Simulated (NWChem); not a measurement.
**BH3Se (SMILES B[SeH]): UBeckeHandH/aug-cc-pVDZ/aug-cc-pVDZ-PP (core potential)**

What is the energy change on altering one bond length of BH3Se at UBeckeHandH/aug-cc-pVDZ/aug-cc-pVDZ-PP (core potential)? 

The results are computed with NWChem 7.3.0.

1 further run of the same task is left out (set aside as unsound or not needed).

## 1. The molecule

The species is BH3Se (5 atoms), meant as a singlet with charge 0. As SMILES, `B[SeH]`. The shape is that of a PBE0-D4/def2-TZVP optimisation.

Bond lengths: B1–Se2 1.899 Å, B1–H3 1.189 Å, B1–H4 1.191 Å, Se2–H5 1.470 Å. Angles: B1–Se2–H5 97.7°, Se2–B1–H3 121.0°, Se2–B1–H4 115.7°, H3–B1–H4 123.2°.

## 2. A single-point energy at UBeckeHandH/aug-cc-pVDZ/aug-cc-pVDZ-PP (core potential)

File bh3se.nw:

```
start bh3se
title "BH3Se BeckeHandH"
memory 2200 mb
charge 0

geometry noautosym nocenter noautoz
  B    -0.114800   -0.638000    0.043400
  Se    1.035300    0.860500   -0.146800
  H    -1.293000   -0.499900    0.125400
  H     0.421600   -1.700900    0.073400
  H     0.000800    1.904800   -0.136900
end

basis spherical bse
  * library aug-cc-pVDZ except Se
  Se library aug-cc-pVDZ-PP
end

ecp bse
  Se library aug-cc-pVDZ-PP
end

dft
  xc beckehandh
  odft
  grid coarse
  convergence energy 1e-08
  maxiter 200
  mulliken
end

task dft energy
```

Launch:

```console
$ nwchem bh3se.nw > bh3se.out
```

Log:

```text
[...]
 **** WARNING Zero Coefficient **** on atom "              Se"
 angular momentum value:-1  standard basis set name: "aug-cc-pVDZ-PP"
 input line that generated warning:
   666: 2       1.0000000              0.0000000
[...]
          Wavefunction type:  spin polarized.
          No. of atoms     :     5
          No. of electrons :    32
[...]
          Charge           :     0
          Spin multiplicity:     1
[...]
          AO basis - number of functions:    82
[...]
              XC Information
              --------------
           Becke half-and-half Method XC Potential
                     Hartree-Fock (Exact) Exchange  0.500
                        Slater Exchange Functional  0.500 local
            Perdew 1991 LDA Correlation Functional  0.500 local
[...]
 d= 0,ls=0.0,diis     1   -398.5971243326 -4.56D+02  4.31D-03  3.90D-02     2.0
[...]
 d= 0,ls=0.0,diis     8   -398.6197932637 -3.38D-09  8.94D-07  3.53D-09    10.1
[...]
         Total DFT energy =     -398.619793263654
      One electron energy =     -805.264166576784
           Coulomb energy =      381.918647827326
    Exchange-Corr. energy =      -32.927414483907
 Nuclear repulsion energy =       57.653139969711
[...]
      Total Density - Mulliken Population Analysis
     ---------------------------------------------
    Atom       Charge   Shell Charges
 -----------   ------   -------------------------------------------------------
    1 B    5     6.16   2.01  0.61  0.95  0.02  1.50  0.92  0.04  0.06  0.05
    2 Se  24    23.90   1.97 -0.01  1.10  0.77  0.02  6.01  2.51  1.46  0.01  9.96  0.10 -0.00
    3 H    1     0.47   0.74 -0.25 -0.03  0.01 -0.00
    4 H    1     0.46   0.74 -0.26 -0.04  0.01  0.00
    5 H    1     1.01   0.67  0.29  0.02  0.02  0.01
[...]
      <S2> =     -0.0000 (Exact =     0.0000)
[...]
```

Run time: 11 s. Hardware: 1 thread of INTEL XEON PLATINUM 8581C at 2.10GHz (Emerald Rapids), shared host; peak memory 0.11 GiB.

## 3. The distorted shape at the same level

File run.py:

```python
from ase import Atoms
from ase.calculators.nwchem import NWChem

atoms = Atoms(['B', 'Se', 'H', 'H', 'H'], positions=[
    [0.143825, -0.899075, 0.040925],
    [1.293925, 0.599425, -0.149275],
    [-1.034375, -0.760975, 0.122925],
    [0.680225, -1.961975, 0.070925],
    [0.000800, 1.904800, -0.136900],
])

calc = NWChem(
    label='mol',
    theory='dft',
    memory='2200 mb',
    basis={'B': 'aug-cc-pVDZ', 'Se': 'aug-cc-pVDZ-PP', 'H': 'aug-cc-pVDZ'},
    basispar='spherical bse',
    dft={'xc': 'beckehandh', 'mult': '1', 'odft': None, 'grid': 'coarse', 'convergence': 'energy 1e-08', 'iterations': '200', 'mulliken': None},
    task='energy',
    **{'ecp bse': {'Se library': 'aug-cc-pVDZ-PP'}},
)
atoms.calc = calc

print(f"energy = {atoms.get_potential_energy():.6f} eV")
```

Launch:

```console
$ export ASE_NWCHEM_COMMAND="nwchem PREFIX.nwi > PREFIX.nwo"
$ python run.py
```

Log:

```text
energy = -10846.129821 eV
```

The calculator wrote mol.nwi:

```
title "mol"

permanent_dir mol

scratch_dir mol

start mol

geometry units angstrom nocenter noautosym noautoz
  B  1.4382500000000001e-01 -8.9907499999999996e-01 4.0925000000000003e-02
  Se 1.2939250000000000e+00 5.9942499999999999e-01 -1.4927499999999999e-01
  H  -1.0343750000000000e+00 -7.6097499999999996e-01 1.2292500000000001e-01
  H  6.8022499999999997e-01 -1.9619750000000000e+00 7.0925000000000002e-02
  H  8.0000000000000004e-04 1.9048000000000000e+00 -1.3689999999999999e-01
end

memory 2200 mb

basis spherical bse noprint
   B library aug-cc-pVDZ
  Se library aug-cc-pVDZ-PP
   H library aug-cc-pVDZ
end

dft
  xc beckehandh
  mult 1
  odft
  grid coarse
  convergence energy 1e-08
  iterations 200
  mulliken
end
ecp bse
  Se library aug-cc-pVDZ-PP
end

task dft energy
```

mol.nwo:

```text
Northwest Computational Chemistry Package (NWChem) 7.3.0
             --------------------------------------------------------

           Job information
           ---------------

    nwchem branch   = 7.3.0
    use scalapack   = T
    input           = mol.nwi
    prefix          = mol.
    data base       = mol/mol.db
    status          = startup
    nproc           =        1

           Memory information
           ------------------

    heap     =     72089594 doubles =      550.0 Mbytes
    stack    =     72089599 doubles =      550.0 Mbytes
    global   =    144179200 doubles =     1100.0 Mbytes (distinct from heap & stack)
    total    =    288358393 doubles =     2200.0 Mbytes
    verify   = yes
    hardfail = no

           Directory information
           ---------------------

  0 permanent = mol
  0 scratch   = mol

[... 71 lines left out ...]
 **** WARNING Zero Coefficient **** on atom "              Se"
[... 27 lines left out ...]
  convergence criterion.
[... 17 lines left out ...]
          Convergence on gradient requested:  5.00D-04
[... 24 lines left out ...]
          Convergence aids based upon iterative change in
[... 28 lines left out ...]
 1-e energy   =    -800.398299
[... 54 lines left out ...]
         Total DFT energy =     -398.587922411930
[... 2 lines left out ...]
    Exchange-Corr. energy =      -32.843761843249
[... 590 lines left out ...]
                     DFT Final Beta Molecular Orbital Analysis
[... 666 lines left out ...]
   alpha     81     82
    beta     81     82
 overlap   1.000  1.000

     --------------------------
     Expectation value of S2:
     --------------------------
      <S2> =     -0.0000 (Exact =     0.0000)

 center of mass
 --------------
 x =   2.10096979 y =   0.74374141 z =  -0.22917519

 moments of inertia (a.u.)
 ------------------
         112.225175785774         -66.292559623640           9.732100684445
         -66.292559623640          69.478736430465          12.596542864753
           9.732100684445          12.596542864753         178.496451181490

     Multipole analysis of the density
     ---------------------------------

     L   x y z        total         alpha         beta         nuclear
     -   - - -        -----         -----         ----         -------
     0   0 0 0     -0.000000    -16.000000    -16.000000     32.000000

     1   1 0 0     -0.117716    -29.746430    -29.746430     59.375143
[... 8 lines of this table left out ...]
     2   0 0 2    -20.504556    -11.291546    -11.291546      2.078536

 Task  times  cpu:        9.9s     wall:        9.9s
 Total times  cpu:        9.9s     wall:        9.9s
```

It took 11 s on 1 thread of INTEL XEON PLATINUM 8581C at 2.10GHz (Emerald Rapids), shared host; peak memory 0.11 GiB.

## 4. What came out

At UBeckeHandH/aug-cc-pVDZ/aug-cc-pVDZ-PP (core potential):

| quantity | value |
| --- | --- |
| first shape: total energy | -398.61979 Eh |
| first shape: dipole moment | 0.61 D |
| first shape: HOMO energy | -8.53 eV |
| first shape: LUMO energy | -0.32 eV |
| first shape: HOMO–LUMO gap | 8.21 eV |
| distorted shape: total energy | -398.58792 Eh |
| distorted shape: dipole moment | 0.40 D |
| distorted shape: HOMO energy | -8.53 eV |
| distorted shape: LUMO energy | -0.83 eV |
| distorted shape: HOMO–LUMO gap | 7.70 eV |
| energy change with the Se2–H5 bond stretched from 1.470 to 1.837 Å | 0.867 eV |

In words: With the Se2–H5 bond stretched from 1.470 to 1.837 Å the energy rises by 0.87 eV (83.7 kJ/mol). The first shape isn't relaxed at this level, so the change isn't measured from a minimum. Mulliken charges (first shape) run from -1.16 on B1 to +0.54 on H4; in a basis this large or diffuse they mean little.
